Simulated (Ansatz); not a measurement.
**GaBNH (singlet): the correlation ladder, cc-pVDZ**

One table from this session's results is given with a row withheld; the runs are named, their logs left out.

Computed with Ansatz 0.2.0, Gaussian basis. Level: cc-pVDZ, core rule «outside noble gas», up to 16 orbitals frozen.

The runs, in order: UHF; CCSD(T) on RHF; CCSD(T) on UHF; BCCD(T) on RHF; CISD; CCSDT(Q) on RHF; CCSDT(Q) on UHF; CASSCF and MRCISD+Q, 8 electrons in 8 orbitals; CASSCF and MRCISD+Q(relaxed), 8 electrons in 8 orbitals; CASSCF and NEVPT2, 8 electrons in 8 orbitals.

24 further runs of the same task are left out: 7 that didn't finish, 17 set aside as unsound or not needed. Runs told in other sessions of the task aren't counted.

## The system

The geometry is a PBE0/def2-TZVP stationary point (not a proven minimum) of the parent state, kept for this charge and spin. No spin-orbit coupling is included. The filled d shell of Ga may be among the frozen orbitals whatever the setting's name suggests.

4 atoms, charge 0, spin multiplicity 1.

Atoms are counted from 1 here; the program's logs count them from 0.

Bond lengths: Ga1–N3 1.835 Å, Ga1–H4 1.597 Å, B2–N3 1.258 Å. Angles: N3–Ga1–H4 117.2°, Ga1–N3–B2 162.7°.

The first run:

Input file in.yaml:

```yaml
crystal:
  periodic: [false, false, false]
  atoms:
    - {symbol: Ga, position_ang: [0.000000, -0.048088, 0.603452]}
    - {symbol: B, position_ang: [0.000000, -0.041715, -2.455252]}
    - {symbol: N, position_ang: [0.000000, 0.180136, -1.217037]}
    - {symbol: H, position_ang: [0.000000, 1.270639, 1.504012]}
basis:
  gaussian: {orbitals: cc-pVDZ}
magnetization: {spin_polarized: true, initial_magnetization: 0}
hamiltonian: {xc: hf}
output: {orbitals: {seedname: orbitals}}
```

Command:

```bash
ansatz run in.yaml --threads 1 --pin off --events-out ev --progress --plain --max-ram 2393MiB
```

Among the steps run: UHF; CCSD(T) on RHF; CCSD(T) on UHF; BCCD(T) on RHF; CISD; CCSDT(Q) on RHF; CCSDT(Q) on UHF; CASSCF and MRCISD+Q, 8 electrons in 8 orbitals; CASSCF and MRCISD+Q(relaxed), 8 electrons in 8 orbitals; CASSCF and NEVPT2, 8 electrons in 8 orbitals.

One table of the session follows, with a row left open; its other results are not shown here.

```
   method  from RCCSDT(Q) (meV)
      RHF               +9049.7
      UHF               +6808.4
     RMP2                +827.8
     UMP2                -217.3
    RCCSD                -109.7
    UCCSD                     ?
 RCCSD(T)               -2173.0
 UCCSD(T)               -1062.9
  BCCD(T)               -1077.0
   RCCSDT                +168.3
   UCCSDT               -1100.0
RCCSDT(Q)                     0
UCCSDT(Q)               -1134.7
```

Estimate the missing values for UCCSD.

The run gave: from RCCSDT(Q) (meV): -736.0. In the column «from RCCSDT(Q) (meV)» it lies between UCCSD(T) (-1062.9) and UMP2 (-217.3).

Not comparable, so not listed: CISD; CASSCF and NEVPT2, 8 electrons in 8 orbitals (they don't share determinant, frozen orbitals or solution with the rows shown, or repeat one).

To keep in mind: The determinant of CCSDT(Q) (⟨S²⟩ 1.07) is far from a pure spin state, so its energy mixes those of several spin states; high orders of coupled cluster remove much of that, low ones don't. Left out of the table: CASSCF frontier, MRCISD frontier, MRCISD+Q frontier (the active space lost an orbital or holds another state than full CI finds). Left out of the table: MRCISD+Q(relaxed) frontier (another determinant or state than the rows shown). The program flags RCCSD(T), BCCD(T), RCCSDT(Q) as in doubt, so the zero of the table is itself unsure. Warnings: restricted reference is unstable; spin contamination; large T1 diagnostic. Restricted and unrestricted rows rest on different reference determinants; a gap between their highest levels can come from leftover correlation error, from unlike frozen cores or from another state. Warnings in the runs' records: passed over end.
